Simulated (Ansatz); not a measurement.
# ClF2H5NPTi: the cost of one run

Method: RKS BHLYP-D4/def2-SVP, in Ansatz 0.2.0.

### 1 The system as given

Bond lengths: Ti1–N2 2.410 Å, N2–H3 1.060 Å, N2–H4 1.060 Å, Ti1–Cl5 2.370 Å, Ti1–F6 1.829 Å, Ti1–F7 1.829 Å, Ti1–P8 2.720 Å, P8–H9 1.420 Å, P8–H10 1.420 Å. Angles (14 of 16 angles, heavy atoms first): N2–Ti1–Cl5 109.4°, N2–Ti1–F6 109.5°, N2–Ti1–F7 109.5°, N2–Ti1–P8 71.6°, Cl5–Ti1–F6 109.5°, Cl5–Ti1–F7 109.5°, Cl5–Ti1–P8 67.1°, F6–Ti1–F7 109.5°, F6–Ti1–P8 72.9°, F7–Ti1–P8 176.5°, Ti1–N2–H3 120.0°, Ti1–N2–H4 120.0°, Ti1–P8–H9 109.5°, Ti1–P8–H10 109.5°.

Structure file:

```xyz
11

Ti    0.0000    0.0000    0.0000
N     0.0000    0.0000    2.4100
H    -0.8770   -0.2713    2.9400
H     0.8770    0.2713    2.9400
Cl    2.2349    0.0000   -0.7892
F    -0.8619    1.4933   -0.6094
F    -0.8619   -1.4933   -0.6094
P     1.4265    2.1513    0.8577
H     2.5188    1.7101    1.6506
H     1.9168    2.8723   -0.2631
H     0.7425    1.1198    2.1270
```

### 2 Pulling towards end A

Springs on the bonds that form and break draw the guess towards this end; the thresholds are loose.

input.yaml reads:

```yaml
crystal:
  periodic: [false, false, false]
  atoms:
    - { symbol: Ti, position_ang: [0.0, 0.0, 0.0] }
    - { symbol: "N", position_ang: [0.0, 0.0, 2.41] }
    - { symbol: H, position_ang: [-0.877, -0.2713, 2.94] }
    - { symbol: H, position_ang: [0.877, 0.2713, 2.94] }
    - { symbol: Cl, position_ang: [2.2349, 0.0, -0.7892] }
    - { symbol: F, position_ang: [-0.8619, 1.4933, -0.6094] }
    - { symbol: F, position_ang: [-0.8619, -1.4933, -0.6094] }
    - { symbol: P, position_ang: [1.4265, 2.1513, 0.8577] }
    - { symbol: H, position_ang: [2.5188, 1.7101, 1.6506] }
    - { symbol: H, position_ang: [1.9168, 2.8723, -0.2631] }
    - { symbol: H, position_ang: [0.7425, 1.1198, 2.127] }
basis:
  gaussian: { orbitals: def2-SVP }
hamiltonian:
  xc: { name: BHLYP }
  dispersion: d4
relax:
  f_tol: 0.15
  max_steps: 25
  restrain:
    - { distance: [0, 7], at: 3.62, k: 30.0 }
    - { distance: [10, 1], at: 2.26, k: 30.0 }
    - { distance: [0, 1], at: 2.06, k: 30.0 }
    - { distance: [10, 7], at: 1.42, k: 30.0 }
```

Run with:

```sh
$ ansatz run input.yaml --threads 4 --pin off --max-ram 5120MiB --backend cpu --events-out ev --progress --plain --runs-dir out
```

Q: Estimate wall time and peak memory on 4 threads of Arm Neoverse V2, shared host.

About 39 s, with a peak of 0.4 GiB.
